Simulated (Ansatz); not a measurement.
**Ba2CuTeO6 (database structure): how the settings move a single-point run**

Aim: see which settings change the result for Ba2CuTeO6 (database structure), by how much, and at what cost.

Program: Ansatz 0.2.0. Level of theory: reference: DFT r2SCAN, plane waves, PAW, scalar-relativistic, no spin polarisation. These are calculated values, not measurements.

2 further runs of the same task are left out: 1 that didn't finish, 1 set aside as unsound or not needed.

## 1. The starting structure

It takes space group I4/m (No. 87, tetragonal). Conventional cell: a = 5.631 Å, b = 5.631 Å, c = 8.705 Å, α = 90.00°, β = 90.00°, γ = 90.00°. Around Cu (site symmetry 4/m) lie 4 O at 2.02 Å. O (site symmetry m) is surrounded by 1 Te at 1.96 Å and 1 Cu at 2.02 Å. Around Te (site symmetry 4/m) lie 6 O at 1.91 to 1.96 Å. Around O (site symmetry 4) lie 1 Te at 1.91 Å. Ba (site symmetry -4) is surrounded by 12 O at 2.83 to 3.00 Å.

As a file:

```xyz
10
Lattice="-2.8153 2.8153 4.3525 2.8153 -2.8153 4.3525 2.8153 2.8153 -4.3525" Properties=species:S:1:pos:R:3 pbc="T T T"
Cu    0.0000    0.0000    0.0000
O     1.4809    1.3739    0.0000
O     1.4414   -1.3345    4.3525
O     1.3345    1.4414    4.3525
O     1.3739    4.1498    0.0000
Te    0.0000    0.0000    4.3525
O     0.0000    0.0000    2.4461
O     0.0000    0.0000    6.2588
Ba    0.0000    2.8153    2.1762
Ba    2.8153    0.0000    2.1762
```

## 2. Reference

File input.yaml:

```yaml
crystal:
  lattice:
    - [-2.81530663, 2.81530663, 4.35246214]
    - [2.81530663, -2.81530663, 4.35246214]
    - [2.81530663, 2.81530663, -4.35246214]
  atoms:
    - { symbol: Cu, position: [0.0, 0.0, 0.0] }
    - { symbol: O, position: [0.244, 0.263, 0.507] }
    - { symbol: O, position: [0.263, 0.756, 0.019] }
    - { symbol: O, position: [0.756, 0.737, 0.493] }
    - { symbol: O, position: [0.737, 0.244, 0.981] }
    - { symbol: Te, position: [0.5, 0.5, 0.0] }
    - { symbol: O, position: [0.281, 0.281, 0.0] }
    - { symbol: O, position: [0.719, 0.719, 0.0] }
    - { symbol: Ba, position: [0.75, 0.25, 0.5] }
    - { symbol: Ba, position: [0.25, 0.75, 0.5] }
  symmetry: { tolerance: 0.0003 }
kpoints:
  mp_grid: { grid: [5, 5, 5], shift: [0, 0, 0] }
magnetization:
  spin_polarized: false
scf:
  occupations: { method: fermi_dirac, width: 0.096 }
hamiltonian:
  pseudopotentials: { kind: paw }
  xc: r2scan
basis:
  ecutwfc: 500
output:
  forces: true
  stress: true
  eigenvalues: true
```

Command:

```
ansatz run input.yaml --threads 1 --pin off --max-ram 2560MiB --backend cpu --events-out ev --progress --plain --runs-dir out
```

## 3. Changing settings: mp_grid.grid [2, 2, 2], ecutwfc 300 eV

input.yaml: that of step 2 with these lines changed.

```diff
@@ -18,3 +18,3 @@
 kpoints:
-  mp_grid: { grid: [5, 5, 5], shift: [0, 0, 0] }
+  mp_grid: { grid: [2, 2, 2], shift: [0, 0, 0] }
 magnetization:
@@ -27,3 +27,3 @@
 basis:
-  ecutwfc: 500
+  ecutwfc: "300 eV"
 output:
@@ -32 +32,5 @@
   eigenvalues: true
+  write_density: true
+  write_potential: true
+  elf: true
+  volumetric_format: npy
```

## 4. Variant: accuracy low

input.yaml: that of step 2 with these lines changed.

```diff
@@ -32 +32,2 @@
   eigenvalues: true
+accuracy: low
```

Q: Predict the outcome of this session. Wanted: for each run, ending; energy change; pressure; gap; force.

As calculated:

```csv
run,ending,energy change,pressure (GPa),gap (eV),force (eV/Å),cycles,time
reference,converged,0,-1.2,0.00,0.23,11,25 s
"1: mp_grid.grid [2, 2, 2], ecutwfc 300 eV",converged,+286.0 meV/atom,-1.7,0.00,0.05,10,5.4 s
2: accuracy low,converged,0.0 meV/atom,-1.2,0.00,0.23,11,23 s
```

Times don't compare one to one where runs were asked for different outputs or read a saved state (see the inputs); cycles may leave out searches for a lower state.

Residual by cycle in the longest SCF loop of each run; runs are numbered as in the table. The quantity is the density residual dr2, in eV.

```csv
cycle,reference,run 1,run 2
1,0.186,0.246,0.186
2,0.0596,0.064,0.0596
3,0.0589,0.199,0.0589
4,0.00291,0.00253,0.00291
5,7.1e-4,5.0e-4,7.1e-4
6,2.0e-4,1.2e-4,2.0e-4
7,1.9e-5,1.0e-5,1.9e-5
8,1.8e-5,2.2e-6,1.8e-5
9,1.7e-6,3.5e-7,1.7e-6
10,1.9e-7,1.9e-9,1.9e-7
11,3.6e-8,-,3.6e-8
```

Of the converged runs whose energies compare with the reference's, «mp_grid.grid [2, 2, 2], ecutwfc 300 eV» moves the energy most (+286.0 meV/atom) and «accuracy low» least (0.0 meV/atom). Run 1 ran under the cutoff that the potentials recommend, as the log warns, so basis error is mixed into its values.

Caveats on the reference run: it is run without spin, though an odd electron count or open d shells could carry moments; its mesh is coarse for a cell with so small a gap or none.
